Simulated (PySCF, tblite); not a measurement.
**C₅H₁₃NSi₃: geometry, infrared bands and NMR shifts**

Wanted: the infrared bands and NMR shifts of C₅H₁₃NSi₃ (`N#C[C@H]1C[C@@H]([SiH2][SiH2][SiH3])C1`), by calculation.

Computed with tblite 0.8.0 and PySCF 2.14.0, with density-fitted response routines of our own, on a single molecule in the gas phase. Atoms are numbered from 0 throughout.

**1. Starting geometry**

22 atoms, charge 0, multiplicity 1; geometry from: force field or distance geometry start.

Bonds of the start (Å): N0–C1 1.15, C1–C2 1.45, C2–C3 1.56, C3–C4 1.56, C4–Si5 1.91, Si5–Si6 2.30, Si6–Si7 2.30, C4–C8 1.54, C8–C2 1.55, C2–H9 1.10, C3–H10 1.09, C3–H11 1.08, C4–H12 1.09, Si5–H13 1.49, Si5–H14 1.49, Si6–H15 1.51, Si6–H16 1.49, Si7–H17 1.48, Si7–H18 1.48, Si7–H19 1.49, C8–H20 1.08, C8–H21 1.10.

**2. Optimising the geometry with GFN2-xTB**

What the job is given:

```
{"job": {"kind": "relax", "xc": "GFN2-xTB", "basis": "xTB"}, "charge": 0, "multiplicity": 1}
N     -4.780200     0.426200     1.516700
C     -3.979100     0.098900     0.752500
C     -2.950000    -0.327600    -0.174300
C     -2.132600     0.821900    -0.843300
C     -0.907300    -0.130900    -0.744000
Si     0.765300     0.712300    -0.372900
Si     2.370600    -0.891600     0.010900
Si     4.312000     0.251000     0.473200
C     -1.615400    -0.813300     0.443200
H     -3.352400    -1.033100    -0.918300
H     -2.069600     1.728900    -0.235200
H     -2.446400     1.084300    -1.846500
H     -0.826100    -0.784300    -1.616900
H      1.173300     1.562100    -1.524500
H      0.623200     1.595800     0.824400
H      1.954800    -1.755400     1.172200
H      2.516700    -1.763900    -1.182900
H      4.129400     1.107500     1.664100
H      4.685900     1.105900    -0.679300
H      5.424700    -0.700800     0.742100
H     -1.506900    -1.890600     0.502100
H     -1.400300    -0.383900     1.431900
```

Run with:

```sh
> OMP_NUM_THREADS=1 python probes_run.py task.json out
```

This one command runs all jobs of the session in turn.

**Question.** This job is followed by: GFN2-xTB harmonic vibrations, gas phase; GIAO PBE0/pcSseg-1 NMR shielding, non-relativistic, gas phase. Predict these results of the whole session: strongest single infrared mode (GFN2-xTB); zero-point energy (GFN2-xTB); 13C shifts against TMS (PBE0/pcSseg-1, means over atoms taken as alike); 1H shifts against TMS (PBE0/pcSseg-1, means over atoms taken as alike); 15N shifts against NH3 (PBE0/pcSseg-1); 29Si shifts against TMS (PBE0/pcSseg-1); surface potential, 1st and 99th percentile.

The runs gave:

| quantity | value |
| --- | --- |
| strongest single infrared mode (GFN2-xTB) | 609 cm⁻¹, 996 km/mol |
| zero-point energy (GFN2-xTB) | 97.0 kcal/mol |
| 13C shifts against TMS (PBE0/pcSseg-1, means over atoms taken as alike) | 129.0, 30.2, 18.9, 15.7 ppm |
| 1H shifts against TMS (PBE0/pcSseg-1, means over atoms taken as alike) | 4.31, 3.53, 3.35, 2.83, 2.82, 2.11, 1.92 ppm |
| 15N shifts against NH3 (PBE0/pcSseg-1) | 302.6 ppm |
| 29Si shifts against TMS (PBE0/pcSseg-1) | -59.8, -116.8, -134.5 ppm |
| surface potential, 1st and 99th percentile | -1.83 V and 1.23 V |

What this shows: Relaxing lowered the energy by 0.283 eV in 168 steps; the close pair that moved most is Si6–H15, from 1.506 to 1.474 Å. The lowest mode is slightly imaginary (20i cm⁻¹), a soft motion within the noise of the Hessian, so the minimum is not strictly shown. The strongest single mode, at 609 cm⁻¹, is carried by H15, H16, H14. GFN2-xTB is a fitted tight-binding method: band positions and strengths are rough. Its intensities can rank the bands wrongly. At PBE0/pcSseg-1: Shielding is most anisotropic at N0 (span 469 ppm, paramagnetic term -375 ppm). By nearest atom (PBE0/pcSseg-1), the HOMO sits on Si5, Si6 about 18 % each; C4 17 % and the LUMO on Si5, Si6 about 15 % each; Si7 10 %.
